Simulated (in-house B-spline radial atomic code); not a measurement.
# I⁶⁺: ionisation energy by several methods

The task here is to estimate one member of a computed series from the others.

Program: in-house B-spline radial atomic code version 1. Level of theory: non-relativistic, several functionals, spin-polarised, exact exchange averaged over the configuration; spherical all-electron atom at the radial basis limit. These are calculated values, not measurements, unless marked.

## The system

```
element       : iodine (Z = 53)
charge        : +6
electrons     : 47
configuration : [Kr] 4d10 5s1
nucleus       : point
```

Outer shells as boxes (Hund's rule):

[Kr] 4d10 5s1
```
[Kr] core
4d [↑↓][↑↓][↑↓][↑↓][↑↓]
5s [↑ ]
```

Where spins are not typed, each open shell is filled with up spins first.

Set-up of the first run:

The run's settings:

```ini
Z = 53
electrons = 47.0
configuration = [Kr] 4d10 5s1
hamiltonian = nr
method = camb3lyp
spin_polarised = True
exact_exchange = averaged over the configuration
```

Started as:

```sh
python run_scf.py task.json out
```

One command runs all members of the session, one after another, from task.json.

Among the steps run: CAM-B3LYP; HSE06; M06-2X; TPSSh; ωB97X.

One table of the session follows, with a row left open; its other results are not shown here.

```
   method  ΔSCF (eV)
   M06-2X     84.744
    TPSSh     84.784
CAM-B3LYP          ?
    HSE06     85.111
    ωB97X     84.093
```

Q: Estimate the row for CAM-B3LYP from the others.

The run gave: ΔSCF (eV): 85.585. In the column «ΔSCF (eV)» it is the highest.

Limits of these values: These runs leave out relativity, which matters at this nuclear charge.
